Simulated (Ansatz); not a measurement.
# CH₈FNO₂Si₂: a ladder of functionals and wavefunction methods

An exercise on one series of results from a longer session: the logs are not shown, and one member is left open.

Method: functionals in def2-TZVPP, the program's frozen cores in correlated methods; program: Ansatz 0.2.0, Gaussian basis.

Plan: PBE-D4, r2SCAN-D4, PBE0-D4, B3LYP-D4, ωB97X-V, ωB97M-V, B2PLYP; CCSD(T)/def2-TZVPP; MP2/def2-QZVPP; extrapolation to the limit.

### The relaxed structure

All runs share one geometry, relaxed beforehand with PBE0-D4 in a triple-zeta def2 set.

SMILES `CN([SiH2]F)[SiH](O)O`, 15 atoms, charge 0, spin multiplicity 1.

Atoms are counted from 1 here; the program's logs count them from 0.

Bond lengths: C1–N2 1.463 Å, C1–H8 1.092 Å, C1–H9 1.093 Å, C1–H10 1.094 Å, N2–Si3 1.709 Å, N2–Si5 1.730 Å, Si3–F4 1.613 Å, Si3–H11 1.482 Å, Si3–H12 1.478 Å, Si5–O6 1.637 Å, Si5–O7 1.636 Å, Si5–H13 1.472 Å, O6–H14 0.958 Å, O7–H15 0.960 Å. Angles: N2–C1–H8 110.6°, N2–C1–H9 111.3°, N2–C1–H10 111.5°, H8–C1–H9 107.8°, H8–C1–H10 107.5°, H9–C1–H10 107.8°, C1–N2–Si3 121.2°, C1–N2–Si5 118.9°, Si3–N2–Si5 120.0°, N2–Si3–F4 109.9°, N2–Si3–H11 108.0°, N2–Si3–H12 114.0°, F4–Si3–H11 107.8°, F4–Si3–H12 104.6°, H11–Si3–H12 112.4°, N2–Si5–O6 110.1°, N2–Si5–O7 106.3°, N2–Si5–H13 113.9° and more.

The first run:

in.yaml

```yaml
crystal:
  periodic: [false, false, false]
  atoms:
    - {symbol: C, position_ang: [0.608162, -0.682246, -1.530159]}
    - {symbol: N, position_ang: [0.329931, -0.185411, -0.182049]}
    - {symbol: Si, position_ang: [1.459983, 0.787485, 0.652715]}
    - {symbol: F, position_ang: [0.812244, 2.229083, 0.973056]}
    - {symbol: Si, position_ang: [-1.175158, -0.596429, 0.565494]}
    - {symbol: O, position_ang: [-2.410722, -0.332545, -0.475705]}
    - {symbol: O, position_ang: [-1.240878, 0.251695, 1.963193]}
    - {symbol: H, position_ang: [1.526245, -0.239124, -1.921556]}
    - {symbol: H, position_ang: [-0.203084, -0.436254, -2.220227]}
    - {symbol: H, position_ang: [0.736807, -1.769075, -1.539414]}
    - {symbol: H, position_ang: [2.625533, 1.003390, -0.236937]}
    - {symbol: H, position_ang: [1.851828, 0.253943, 1.974314]}
    - {symbol: H, position_ang: [-1.294349, -2.018750, 0.925647]}
    - {symbol: H, position_ang: [-2.484471, 0.528153, -0.890920]}
    - {symbol: H, position_ang: [-1.142069, 1.206085, 1.942549]}
basis:
  gaussian: {orbitals: def2-TZVPP}
hamiltonian: {xc: pbe, dispersion: d4}
output: {forces: true, orbitals: {seedname: orbitals}}
```

Command:

```console
ansatz run in.yaml --threads 2 --pin off --events-out ev --progress --plain --max-ram 32768MiB --backend cuda --devices 0, --max-vram 18GiB
```

Steps of the session up to this table: PBE-D4 (GGA); r2SCAN-D4 (meta-GGA); PBE0-D4 (hybrid); B3LYP-D4 (hybrid); ωB97X-V (range-separated); ωB97M-V (range-separated); B2PLYP (double hybrid); CCSD(T) in def2-TZVPP; MP2 in def2-QZVPP.

One of the session's tables, all rows but one given; the rest of the session is left out.

It belongs to the step «Atomisation energies». 

```
            method  atomisation energy (kcal/mol)
            PBE-D4                         1388.4
         r2SCAN-D4                              ?
           PBE0-D4                         1363.1
          B3LYP-D4                         1373.3
           ωB97X-V                         1382.1
           ωB97M-V                         1381.9
            B2PLYP                         1360.9
     HF/def2-TZVPP                          992.4
    MP2/def2-TZVPP                         1369.8
   CCSD/def2-TZVPP                         1321.7
CCSD(T)/def2-TZVPP                         1341.1
           MP2/CBS                         1411.7
       CCSD(T)/CBS                         1383.1
```

Q: Estimate the row for r2SCAN-D4 from the others.

As computed: atomisation energy (kcal/mol): 1374.6. In the column «atomisation energy (kcal/mol)» it lies between B3LYP-D4 (1373.3) and ωB97M-V (1381.9).

To keep in mind: Free atoms (1 C, 1 N, 2 Si, 1 F, 2 O, 8 H) were run apart at each level; the atomisation energy is their sum less the molecule, without zero-point or spin-orbit terms.
